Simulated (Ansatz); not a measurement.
# C2H7NSiZn: the cost of one run

Program: Ansatz 0.2.0. Level of theory: RHF/def2-SVP. These are calculated values, not measurements.

## (1) The system as given

Bond lengths: C1–C2 1.535 Å, C2–N3 1.299 Å, N3–Zn4 1.744 Å, Zn4–Si5 1.668 Å, C1–H6 1.141 Å, C1–H7 1.063 Å, C1–H8 1.133 Å, C2–H9 1.124 Å, Si5–H10 1.434 Å, Si5–H11 1.472 Å, Si5–H12 1.498 Å. Angles (14 of 17 angles, heavy atoms first): C1–C2–N3 121.7°, C2–N3–Zn4 136.7°, N3–Zn4–Si5 144.2°, C1–C2–H9 119.6°, N3–C2–H9 118.8°, C2–C1–H6 104.6°, C2–C1–H7 110.2°, C2–C1–H8 107.7°, Zn4–Si5–H10 154.7°, Zn4–Si5–H11 81.6°, Zn4–Si5–H12 83.7°, H6–C1–H7 112.4°, H6–C1–H8 108.8°, H7–C1–H8 112.8°.

Structure file:

```xyz
12

C     0.3167   -1.4468    0.8472
C    -0.2346   -0.3307    1.7446
N    -0.6303    0.8051    1.2545
Zn   -0.6342    1.5827   -0.3071
Si   -0.1046    1.4541   -1.8833
H    -0.5214   -1.6554    0.1015
H     0.5610   -2.3000    1.4316
H     1.2079   -1.0298    0.2861
H    -0.2809   -0.4857    2.8572
H     0.0713    1.9067   -3.2328
H    -0.9038    0.2199   -1.8228
H     1.2300    1.2248   -1.2428
```

## (2) End point A

Input file input.yaml:

```yaml
crystal:
  periodic: [false, false, false]
  atoms:
    - { symbol: C, position_ang: [0.3167, -1.4468, 0.8472] }
    - { symbol: C, position_ang: [-0.2346, -0.3307, 1.7446] }
    - { symbol: "N", position_ang: [-0.6303, 0.8051, 1.2545] }
    - { symbol: Zn, position_ang: [-0.6342, 1.5827, -0.3071] }
    - { symbol: Si, position_ang: [-0.1046, 1.4541, -1.8833] }
    - { symbol: H, position_ang: [-0.5214, -1.6554, 0.1015] }
    - { symbol: H, position_ang: [0.561, -2.3, 1.4316] }
    - { symbol: H, position_ang: [1.2079, -1.0298, 0.2861] }
    - { symbol: H, position_ang: [-0.2809, -0.4857, 2.8572] }
    - { symbol: H, position_ang: [0.0713, 1.9067, -3.2328] }
    - { symbol: H, position_ang: [-0.9038, 0.2199, -1.8228] }
    - { symbol: H, position_ang: [1.23, 1.2248, -1.2428] }
basis:
  gaussian: { orbitals: def2-SVP }
hamiltonian:
  xc: hf
relax:
  f_tol: 0.02
  max_steps: 50
```

Launch:

```
ansatz run input.yaml --threads 2 --pin off --max-ram 3072MiB --backend cpu --events-out ev --progress --plain --runs-dir out
```

**Question.** How long does this run take on 2 threads of Intel Xeon Platinum 8488C (Sapphire Rapids), shared host, and how much memory does it need?

About 52 s, with a peak of 0.34 GiB.
